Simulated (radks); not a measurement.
# Nb³⁴⁺ in [He] 2s2 2p3: an all-electron calculation

Aim: the levels, the sizes of the orbitals and the parts of the energy of the niobium ion Nb34+.

Method: Dirac Kohn-Sham, LDA (Slater exchange, Perdew-Wang correlation), spin-unpolarised, spherical densities, point nucleus; open shells are shared between the two j in proportion to 2j + 1. Code: radks (a radial shooting solver on a logarithmic mesh, Libxc functionals) version 1.

## Step 1: Starting point

- element: niobium (Z = 41)
- charge: +34
- electrons: 7
- configuration: [He] 2s2 2p3

Outer shells as boxes (Hund's rule):

Nb³⁴⁺
```
[He] core
2s [↑↓]
2p [↑ ][↑ ][↑ ]
```

## Step 2: The run

The run's settings:

```text
Z 41
configuration [He] 2s2 2p3
relativity Dirac
functional lda,pw
spin unpolarised
j_filling average
nucleus point
c 137.035999084
```

Launch:

```bash
> python run_ks.py task.json out
```

All runs below come from this command, one after another.

**Question.** What will this run give?

The runs gave:

| quantity | value |
| --- | --- |
| total energy | -2607.79307 hartree |
| exchange-correlation share of it | 1.77 % |
| −T/E | 1.0440 |
| highest occupied level | 2p3/2, -4453.9 eV |
| most extended occupied level | 2s1/2, <r> = 0.151 bohr |
| radius at density 0.001 e/bohr³ | 0.530 bohr |
| maxima of the radial density | 2 |
| ionisation energy, NIST | 4540 (semi-emp.) eV |

What this shows: The radial density shows 2 maxima for 2 occupied principal shells. −T/E is 1.044: with relativity the kinetic term as defined here no longer equals −E. The top level binds by 4453.9 eV, 98 % of the NIST ionisation energy of 4540 eV. Spin polarisation and multiplet splitting are left out. Sharing an open shell by 2j + 1 raises it above the true ground level by a part of the spin-orbit splitting, which enters the differences from NIST.
